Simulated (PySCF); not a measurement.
# SnH4S2 (SMILES [SH][SnH2][SH]) at 3 levels

Wanted: a comparison of 3 runs (HF/def2-SVPD, HF/def2-TZVP, TPSS/def2-SVP) of SnH4S2. 

The calculation is run with PySCF 2.14.0.

## 1. Starting point

The species is SnH4S2 (7 atoms), meant as a singlet with charge 0. As SMILES, `[SH][SnH2][SH]`. The shape is that of a PBE0-D4/def2-TZVP optimisation. This is one conformer, not always the lowest.

Bond lengths: S1–Sn2 2.402 Å, Sn2–S3 2.401 Å, S1–H4 1.343 Å, Sn2–H5 1.704 Å, Sn2–H6 1.698 Å, S3–H7 1.343 Å. Angles: S1–Sn2–S3 112.1°, S1–Sn2–H5 108.3°, S1–Sn2–H6 106.7°, S3–Sn2–H5 109.0°, S3–Sn2–H6 105.8°, Sn2–S1–H4 93.4°, Sn2–S3–H7 93.6°, H5–Sn2–H6 115.1°.

## 2. Energy and forces at HF/def2-SVPD (core potential) (run 1)

calc.py reads:

```python
# [SH][SnH2][SH]
from pyscf import gto

mol = gto.M(
    atom='''
S   -2.022100  -0.487700  -0.519500
Sn  -0.051900   0.562200   0.366200
S    1.578500  -1.043600   1.094400
H   -1.480000  -0.658500  -1.736400
H    0.631800   1.532400  -0.856500
H   -0.532600   1.398900   1.763700
H    1.937500  -1.371800  -0.157600
''',
    basis='def2-svpd',
    max_memory=1860,
    verbose=4,
    ecp={'Sn': 'def2-svp'},
)

myscf = mol.RHF()
myscf.conv_tol = 1e-10
myscf.kernel()
if not myscf.converged:
    myscf = myscf.newton().run(myscf.mo_coeff, myscf.mo_occ)

e_final = myscf.e_tot
print('E(%s) = %.9f' % ('HF', e_final))
grad = myscf.nuc_grad_method().kernel()
dip = myscf.dip_moment()
pop, q = myscf.mulliken_pop()
```

The run is started by

```sh
$ OMP_NUM_THREADS=1 python calc.py
```

The log of the run:

```text
PySCF version 2.14.0

[... 63 lines left out ...]
converged SCF energy = -1010.53585574132
[... 14 lines left out ...]
Dipole moment(X, Y, Z, Debye):  0.69335,  1.26939, -1.29804
[... 87 lines left out ...]
pop of  3 H 1s            0.69931
pop of  3 H 2s            0.02390
pop of  3 H 2px           0.00744
pop of  3 H 2py           0.00716
pop of  3 H 2pz           0.01783
pop of  3 H 3px           0.01358
pop of  3 H 3py           0.01252
pop of  3 H 3pz           0.00160
pop of  4 H 1s            0.68188
pop of  4 H 2s            0.43498
pop of  4 H 2px           0.00190
pop of  4 H 2py           0.00343
pop of  4 H 2pz           0.00493
pop of  4 H 3px           0.00721
pop of  4 H 3py           0.01541
pop of  4 H 3pz           0.01058
pop of  5 H 1s            0.68304
pop of  5 H 2s            0.44278
pop of  5 H 2px           0.00122
pop of  5 H 2py           0.00270
pop of  5 H 2pz           0.00647
pop of  5 H 3px           0.00525
pop of  5 H 3py           0.01561
pop of  5 H 3pz           0.01477
pop of  6 H 1s            0.69946
pop of  6 H 2s            0.02406
pop of  6 H 2px           0.00736
pop of  6 H 2py           0.00720
pop of  6 H 2pz           0.01784
pop of  6 H 3px           0.01293
pop of  6 H 3py           0.00842
pop of  6 H 3pz           0.00850
 ** Mulliken atomic charges  **
charge of    0S =     -0.71996
charge of    1Sn =      1.33801
charge of    2S =     -0.71677
charge of    3H =      0.21665
charge of    4H =     -0.16032
charge of    5H =     -0.17184
charge of    6H =      0.21423
```

It took 18 s on 1 thread of Intel Xeon at 2.70GHz, shared host; peak memory 0.3 GiB.

## 3. Energy and gradient at HF/def2-TZVP (core potential) (run 2)

input.py reads:

```python
# [SH][SnH2][SH]
from pyscf import gto, scf

mol = gto.M(
    atom='''
S     -2.022100    -0.487700    -0.519500
Sn    -0.051900     0.562200     0.366200
S      1.578500    -1.043600     1.094400
H     -1.480000    -0.658500    -1.736400
H      0.631800     1.532400    -0.856500
H     -0.532600     1.398900     1.763700
H      1.937500    -1.371800    -0.157600
''',
    max_memory=1860,
    charge=0,
    verbose=4,
    ecp={'Sn': 'def2-svp'},
    basis='def2-tzvp',
)

mf = scf.RHF(mol)
mf.conv_tol = 1e-10
mf.kernel()
if not mf.converged:
    mf = mf.newton().run(mf.mo_coeff, mf.mo_occ)

e_final = mf.e_tot
print('E = %.10f Eh' % e_final)
grad = mf.nuc_grad_method().kernel()
dip = mf.dip_moment()
pop, q = mf.mulliken_pop()
```

The run is started by

```sh
$ OMP_NUM_THREADS=1 python input.py
```

The log of the run:

```text
PySCF version 2.14.0

[... 65 lines left out ...]
converged SCF energy = -1010.81015160297
[... 14 lines left out ...]
Dipole moment(X, Y, Z, Debye):  0.70079,  1.20780, -1.33453
[... 117 lines left out ...]
pop of  2 S 4dx2-y2       0.00356
pop of  2 S 4f-3          0.00071
pop of  2 S 4f-2          0.00074
pop of  2 S 4f-1          0.00078
pop of  2 S 4f+0          0.00171
pop of  2 S 4f+1          0.00094
pop of  2 S 4f+2          0.00006
pop of  2 S 4f+3          0.00064
pop of  3 H 1s            0.23005
pop of  3 H 2s            0.49148
pop of  3 H 3s            0.10013
pop of  3 H 2px           0.00617
pop of  3 H 2py           0.00613
pop of  3 H 2pz           0.01346
pop of  4 H 1s            0.21771
pop of  4 H 2s            0.57346
pop of  4 H 3s            0.25863
pop of  4 H 2px           0.00168
pop of  4 H 2py           0.00291
pop of  4 H 2pz           0.00421
pop of  5 H 1s            0.21839
pop of  5 H 2s            0.57402
pop of  5 H 3s            0.25326
pop of  5 H 2px           0.00111
pop of  5 H 2py           0.00231
pop of  5 H 2pz           0.00552
pop of  6 H 1s            0.23002
pop of  6 H 2s            0.49205
pop of  6 H 3s            0.10046
pop of  6 H 2px           0.00618
pop of  6 H 2py           0.00607
pop of  6 H 2pz           0.01354
 ** Mulliken atomic charges  **
charge of    0S =     -0.46547
charge of    1Sn =      0.73975
charge of    2S =     -0.46536
charge of    3H =      0.15259
charge of    4H =     -0.05860
charge of    5H =     -0.05460
charge of    6H =      0.15168
```

Run time: 46 s. Hardware: 1 thread of Intel Xeon at 2.70GHz, shared host; peak memory 0.58 GiB.

## 4. Energy and gradient at TPSS/def2-SVP (core potential) (run 3)

start.xyz reads:

```xyz
7
H4S2Sn
S     -2.022100    -0.487700    -0.519500
Sn    -0.051900     0.562200     0.366200
S      1.578500    -1.043600     1.094400
H     -1.480000    -0.658500    -1.736400
H      0.631800     1.532400    -0.856500
H     -0.532600     1.398900     1.763700
H      1.937500    -1.371800    -0.157600
```

job.py reads:

```python
from pyscf import gto, dft

system = gto.M(
    atom='start.xyz',
    charge=0,
    ecp={'Sn': 'def2-svp'},
    verbose=3,
    basis='def2-svp',
    max_memory=1860,
)

mf = dft.RKS(system)
mf.xc = 'tpss'
mf.grids.level = 5
mf.conv_tol = 1e-10
mf.kernel()
if not mf.converged:
    mf = mf.newton().run(mf.mo_coeff, mf.mo_occ)

etot = mf.e_tot
print('E(%s) = %.9f' % ('TPSS', etot))
grad = mf.nuc_grad_method().kernel()
mf.analyze()
```

The run is started by

```sh
$ OMP_NUM_THREADS=1 python job.py
```

The log of the run:

```text
converged SCF energy = -1012.83300733464
[... 16 lines left out ...]
MO #5   energy= -5.72698673680978  occ= 2
[... 6 lines left out ...]
MO #12  energy= -3.33000254297362  occ= 2
[... 6 lines left out ...]
MO #19  energy= -0.969137612445348 occ= 2
[... 6 lines left out ...]
MO #26  energy= -0.299778449832072 occ= 2
[... 6 lines left out ...]
MO #33  energy= 0.0110788123635257 occ= 0
[... 6 lines left out ...]
MO #40  energy= 0.234245876396635  occ= 0
[... 6 lines left out ...]
MO #47  energy= 0.469630226922161  occ= 0
[... 6 lines left out ...]
MO #54  energy= 0.656076709070789  occ= 0
[... 6 lines left out ...]
MO #61  energy= 0.785931343966855  occ= 0
[... 6 lines left out ...]
MO #68  energy= 1.49531110222421   occ= 0
[... 6 lines left out ...]
MO #75  energy= 1.7943384879195    occ= 0
[... 6 lines left out ...]
MO #82  energy= 51.7204633946806   occ= 0
[... 8 lines left out ...]
Dipole moment(X, Y, Z, Debye):  0.72858,  0.96242, -1.50113
```

It took 46 s on 1 thread of Intel Xeon at 2.70GHz, shared host; peak memory 0.8 GiB.

## 5. All runs side by side

| run | level | integration grid | energy (Eh) | dipole moment (D) | HOMO energy (eV) | LUMO energy (eV) | wall time |
| --- | --- | --- | --- | --- | --- | --- | --- |
| 1 | HF/def2-SVPD (core potential) | – | -1010.535856 | 1.94 | -10.12 | 1.55 | 18 s |
| 2 | HF/def2-TZVP (core potential) | – | -1010.810152 | 1.93 | -10.10 | 2.20 | 46 s |
| 3 | TPSS/def2-SVP (core potential) | 5 | -1012.833007 | 1.93 | -6.11 | -1.52 | 46 s |

## 6. Summary of results

```
                       quantity           value
            run 3: total energy  -1012.83301 Eh
           run 3: dipole moment          1.93 D
             run 3: HOMO energy        -6.11 eV
             run 3: LUMO energy        -1.52 eV
           run 3: HOMO–LUMO gap         4.59 eV
run 3: largest force on an atom      0.647 eV/Å
```

**Reading.** The dipole moment (its size) runs from 1.93 D (TPSS/def2-SVP) to 1.94 D (HF/def2-SVPD). The two ends differ in method and basis. The HOMO–LUMO gap runs from 4.59 eV (TPSS/def2-SVP) to 12.30 eV (HF/def2-TZVP). All runs together took 1.8 min, the longest 46 s.
